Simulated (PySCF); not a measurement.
# C3H6BClS: the cost of one run

Programs: PySCF 2.14.0, with density-fitted response routines of our own. Each step states its level of theory. These are calculated values for one molecule in the gas phase, unless marked as measured. Atoms count from 0, in the outputs and in this text.

### 1 The starting structure

12 atoms, charge 0, multiplicity 1; geometry from: GFN2-xTB. The atoms were then displaced at random by about 0.01 Å, so the start is not that level's minimum.

Bonds of the start (Å): C0–C1 1.37, C1–Cl2 1.75, C1–B3 1.51, B3–S4 1.78, S4–C5 1.83, C0–H6 1.07, C0–H7 1.05, B3–H8 1.19, C5–H9 1.09, C5–H10 1.09, C5–H11 1.07.

### 2 Relaxing the molecule at PBE0-D3(BJ)/def2-SVP

What the job is given:

```
{"job": {"xc": "PBE0", "basis": "def2-SVP", "d3": "d3bj", "grid": 1, "shake": 0.01, "kind": "geom"}, "charge": 0, "multiplicity": 1}
C      2.517810    -0.203980     0.382060
C      1.576410     0.766330     0.182800
Cl     2.143620     2.395290    -0.106990
B      0.074920     0.581240     0.177650
S     -0.620160    -1.027390     0.492430
C     -2.425910    -0.736620     0.379300
H      3.566160     0.015560     0.363270
H      2.199540    -1.187700     0.554170
H     -0.689640     1.471850    -0.011190
H     -2.910810    -1.685220     0.625210
H     -2.727840     0.016640     1.103930
H     -2.664410    -0.434270    -0.622220
```

Started as:

```console
$ OMP_NUM_THREADS=1 python probes_run.py task.json out
```

This one command runs all jobs of the session in turn.

Q: Estimate the wall time and peak memory of this first job on 1 thread of Intel Xeon Platinum 8375C at 2.90GHz, shared host.

About 60 s, with a peak of 0.53 GiB.
